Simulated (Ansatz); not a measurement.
# CHGaP (quartet): the correlation ladder at a displaced geometry (v2), cc-pVDZ

One table from this session's results is given with a row withheld; the runs are named, their logs left out.

The runs use Ansatz 0.2.0, Gaussian basis; cc-pVDZ, core rule «outside noble gas», up to 20 orbitals frozen.

To be run: UHF; CCSD(T) on ROHF; CCSD(T) on UHF; BCCD(T) on ROHF; CISD; CCSDT(Q) on ROHF; CCSDT(Q) on UHF.

26 further runs of the same task are left out: 1 for a known fault of the program, 14 that didn't finish, 11 set aside as unsound or not needed.

## What is computed

The geometry is a PBE0/def2-TZVP stationary point (not a proven minimum) with its atoms shifted at random (size 0.100 Å). No spin-orbit coupling is included. The filled d shell of Ga may be among the frozen orbitals whatever the setting's name suggests; the logs give the count.

4 atoms, charge 0, spin multiplicity 4.

Atoms are counted from 1 here; the program's logs count them from 0.

Bond lengths: Ga1–C2 1.885 Å, Ga1–H4 1.532 Å, C2–P3 1.712 Å. Angles: C2–Ga1–H4 130.9°, Ga1–C2–P3 162.6°.

The first run:

in.yaml

```yaml
crystal:
  periodic: [false, false, false]
  atoms:
    - {symbol: Ga, position_ang: [0.064569, -0.320091, 1.064940]}
    - {symbol: C, position_ang: [-0.100298, -0.065166, -0.795552]}
    - {symbol: P, position_ang: [-0.023686, -0.300868, -2.489199]}
    - {symbol: H, position_ang: [0.059415, 0.686125, 2.219811]}
basis:
  gaussian: {orbitals: cc-pVDZ}
magnetization: {spin_polarized: true, initial_magnetization: 3}
hamiltonian: {xc: hf}
output: {orbitals: {seedname: orbitals}}
```

Run with:

```sh
$ ansatz run in.yaml --threads 1 --pin off --events-out ev --progress --plain --max-ram 2393MiB
```

Steps of the session up to this table: UHF; CCSD(T) on ROHF; CCSD(T) on UHF; BCCD(T) on ROHF; CISD; CCSDT(Q) on ROHF; CCSDT(Q) on UHF.

One table of the session follows, with a row left open; its other results are not shown here.

```
   method  from RCCSDT(Q) (kcal/mol)
     ROHF                    +193.50
      UHF                    +182.24
     RMP2                     +36.93
     UMP2                     +45.32
    RCCSD                     +12.65
    UCCSD                     +12.22
 RCCSD(T)                      +3.86
 UCCSD(T)                          ?
  BCCD(T)                      +3.90
   RCCSDT                      +1.33
   UCCSDT                      +1.16
RCCSDT(Q)                          0
UCCSDT(Q)                      -0.17
```

**Question.** Estimate the row for UCCSD(T).

The run gave: from RCCSDT(Q) (kcal/mol): +4.19. In the column «from RCCSDT(Q) (kcal/mol)» it lies between BCCD(T) (+3.90) and UCCSD (+12.22).

Not comparable, so not listed: CISD (they don't share determinant, frozen orbitals or solution with the rows shown, or repeat one).

Caveats from the session: Restricted and unrestricted rows rest on different reference determinants; where their highest levels disagree by more than a few hundredths of an eV, they describe different states and don't form one ladder.
